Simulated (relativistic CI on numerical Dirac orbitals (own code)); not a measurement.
# Br¹³⁺: one ion under different settings

How much do the settings matter for Br¹³⁺? One ion, several inputs.

Method: Dirac-Coulomb-Breit CI, KLI orbitals optimised for each configuration, model QED (radiative potential, 1s self-energy scaled to tabulated hydrogen-like ionisation energies), numerical settings as typed. Code: relativistic CI on numerical Dirac orbitals (own code) version 3.

### Step 1. The system

- ion: Br¹³⁺ (Br XIV)
- nuclear charge: 35
- electrons: 22
- isotope: A = 79

### Step 2. The usual input

Settings of the run:

```ini
atom Br  Z=35  charge=13  electrons=22
nucleus A=79  rms_radius_fm=4.1629
hamiltonian dirac-coulomb  breit=on  qed=on  c_scale=1
orbitals kli  potential=per-configuration
slater_scale 1
correlation none
mixing on
grid step=0.0125 r_max=10.6
scf mixing=0.4 start=green max_iterations=150 tolerance=2e-08 node_fill=0.05
configurations
  [Ar] 3d4
  [Ne] 3s2 3p5 3d5
  [Ne] 3s 3p6 3d5
  [Ne] 3p6 3d6
  [Ar] 3d3 4s
end
```

Command:

```sh
$ python run_levels.py task.json out
```

task.json lists these runs, among others, and the program works through them in turn.

### Step 3. Slater scale 1.2

Changes to the settings of step 2:

```diff
@@ -4,3 +4,3 @@
 orbitals kli  potential=per-configuration
-slater_scale 1
+slater_scale 1.2
 correlation none
```

### Step 4. End of the grid 7.42, nuclear radius 4.5792

Settings of the run:

```ini
atom Br  Z=35  charge=13  electrons=22
nucleus A=79  rms_radius_fm=4.5792
hamiltonian dirac-coulomb  breit=on  qed=on  c_scale=1
orbitals kli  potential=per-configuration
slater_scale 1
correlation none
mixing on
grid step=0.0125 r_max=7.42
scf mixing=0.4 start=green max_iterations=150 tolerance=2e-08 node_fill=0.05
configurations
  [Ar] 3d4
  [Ne] 3s2 3p5 3d5
  [Ne] 3s 3p6 3d5
  [Ne] 3p6 3d6
  [Ar] 3d3 4s
end
```

### Step 5. Potential mixing 0.2

Settings of the run:

```ini
atom Br  Z=35  charge=13  electrons=22
nucleus A=79  rms_radius_fm=4.1629
hamiltonian dirac-coulomb  breit=on  qed=on  c_scale=1
orbitals kli  potential=per-configuration
slater_scale 1
correlation none
mixing on
grid step=0.0125 r_max=10.6
scf mixing=0.2 start=green max_iterations=150 tolerance=2e-08 node_fill=0.05
configurations
  [Ar] 3d4
  [Ne] 3s2 3p5 3d5
  [Ne] 3s 3p6 3d5
  [Ne] 3p6 3d6
  [Ar] 3d3 4s
end
```

### Step 6. Potential mixing 0.2, Slater scale 1.2

Changes to the settings of step 5:

```diff
@@ -4,3 +4,3 @@
 orbitals kli  potential=per-configuration
-slater_scale 1
+slater_scale 1.2
 correlation none
```

### Step 7. Tolerance 0.01

Changes to the settings of step 6:

```diff
@@ -4,3 +4,3 @@
 orbitals kli  potential=per-configuration
-slater_scale 1.2
+slater_scale 1
 correlation none
@@ -8,3 +8,3 @@
 grid step=0.0125 r_max=10.6
-scf mixing=0.2 start=green max_iterations=150 tolerance=2e-08 node_fill=0.05
+scf mixing=0.4 start=green max_iterations=83 tolerance=0.01 node_fill=0.05
 configurations
```

(Steps that only read results are left out.)

Before running it: what results should come out? Wanted: lowest level, usual settings; total energy; first excitation.

As calculated:

| setting | total energy less usual (Ha) | largest shift of a level among the lowest eight of both runs, same label and place (cm⁻¹) | SCF iterations | time | lowest level | kind of change |
| --- | --- | --- | --- | --- | --- | --- |
| usual | 0 | 0 | 50 | 0.24 s | 3d4 5D0 | - |
| Slater scale 1.2 | -0.0746 | 11000 | 50 | 0.23 s | 3d4 5D0 | model term |
| end of the grid 7.42, nuclear radius 4.5792 | 0.00407 | 0.0134 | 50 | 0.23 s | 3d4 5D0 | unphysical constant |
| potential mixing 0.2 | 0 | 0 | 55 | 0.24 s | 3d4 5D0 | numerical |
| potential mixing 0.2, Slater scale 1.2 | -0.0746 | 11000 | 55 | 0.24 s | 3d4 5D0 | model term |
| tolerance 0.01 | -6.85e-05 | 55.4 | 25 | 0.21 s | 3d4 5D0 | unsound |

| quantity | value |
| --- | --- |
| lowest level, usual settings | 3d4 5D0 |
| total energy | -2526.9805 Ha |
| first excitation | 1776.9 cm⁻¹ |

In words: Among the runs whose levels can be followed, they move most under «potential mixing 0.2, Slater scale 1.2» (model term), by up to 11000 cm⁻¹. No visible change in the result comes from «potential mixing 0.2». Only the listed configurations are in the model.
